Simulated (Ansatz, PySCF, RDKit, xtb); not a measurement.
# C2H10BrNSi2: which of the isomers drawn lies lowest?

A sample of isomers of C2H10BrNSi2 is drawn. Aim: find which of them has the lowest free energy at 298.15 K, then its properties. The sample is small against all isomers, and the most stable one of this formula need not be in it.

The funnel: GFN2-xTB relaxations, single points with a density functional, relaxations at PBE-D3(BJ)/def2-SVP, harmonic vibrations (at GFN2-xTB), and a last energy at a higher level. All values are calculated.

### 1 Possible bonding patterns

Isomers were taken from a list of plausible structures; this is a sample, not all of them. That gives 4 candidates.

```csv
label,SMILES,spin
c165,CN(C[SiH3])[SiH2]Br,singlet
c304,CC[Si@H](N)[SiH2]Br,singlet
c514,CCN[SiH2][SiH2]Br,singlet
c929,CN(C)[SiH2][SiH2]Br,singlet
```

Candidates are built by distance geometry, with a force field where one applies, in up to four conformers (letters a to d).

Q: Predict the outcome of this search (final energies at CCSD(T)/def2-SVP + MP2/def2-TZVPP - MP2/def2-SVP).

| quantity | value |
| --- | --- |
| lowest structure found | CC[Si@H](N)[SiH2]Br, singlet |
| next finalist | CCN[SiH2][SiH2]Br, singlet, 15.7 kcal/mol higher in G |
| share at equilibrium, among the finalists | 100.0 % |
| dipole moment (PBE0/def2-SVPD) | 2.14 D |
| HOMO energy (PBE0/def2-SVPD) | -7.24 eV |
| LUMO energy (PBE0/def2-SVPD) | -0.88 eV |
| HOMO–LUMO gap (PBE0/def2-SVPD) | 6.36 eV |
| lowest excitation (TD-PBE0/def2-SVPD) | 5.20 eV (f = 0.008) |
| strongest of the states computed, same level | 6.49 eV (f = 0.043) |
| lowest triplet excitation, same level, Tamm-Dancoff | 4.78 eV |
| vertical ionisation energy | 8.94 eV |
| vertical electron affinity | -0.52 eV (unbound: the value depends on the basis) |
| vertical triplet less singlet | +4.83 eV |

The search ends on `CC[Si@H](N)[SiH2]Br`. Among the finalists first place is clear (15.7 kcal/mol); structures outside the list aren't covered. HF/STO-3G, r2SCAN-D4/def2-SVP, PBE-D3(BJ)/def2-SVP, HF/def2-SVP and MP2/def2-SVP already put its bonding pattern lowest among the structures in one piece; GFN2-xTB favours the singlet CN(C[SiH3])[SiH2]Br (c165b, not a finalist). 8 minima inside the window were never screened. The search is not exhaustive (a finite list of starts, one conformer a finalist), so a lower isomer can't be ruled out. Only 4 drawn patterns were tried, so whole families of isomers are missing, and the result ranks this sample alone. The lowest isomer need not be the one that is made and kept in a bottle, which depends on barriers.
